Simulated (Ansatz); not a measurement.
# H+: energies up the ladder

Aim: energies up the ladder, for H+, with the cost of each level. Charge +1.

Method: the levels named in each step, in Ansatz 0.2.0.

## (1) The starting structure

Coordinates:

```xyz
1

H     0.0000    0.0000    0.0000
```

## (2) Single point, PBE0/def2-TZVPP

Contents of input.yaml:

```yaml
crystal:
  periodic: [false, false, false]
  atoms:
    - { symbol: H, position_ang: [0.0, 0.0, 0.0] }
total_charge: 1
basis:
  gaussian: { orbitals: def2-TZVPP }
hamiltonian:
  xc: pbe0
```

Command:

```
$ ansatz run input.yaml --threads 1 --pin off --max-ram 2560MiB --backend cpu --events-out ev --progress --plain --runs-dir out
```

Further steps of the session: Single point, PBE/def2-TZVPP; Single point, r2SCAN/def2-TZVPP; Single point, B3LYP/def2-TZVPP; Single point, wB97M-V/def2-TZVPP; Single point, B2PLYP/def2-TZVPP; Single point, LDA/def2-TZVPP; Single point, PBE0/def2-SVP; Single point, PBE/def2-SVP; Single point, HF/def2-TZVPP; Single point, HF/def2-QZVPP.

Before running it: what results should come out? Wanted: energy at CCSD(T)/CBS.

As calculated:

| quantity | value |
| --- | --- |
| energy at CCSD(T)/CBS | 0.000 eV |

In words: These totals serve in differences with atoms or fragments at the same level; alone they don't rank the methods.
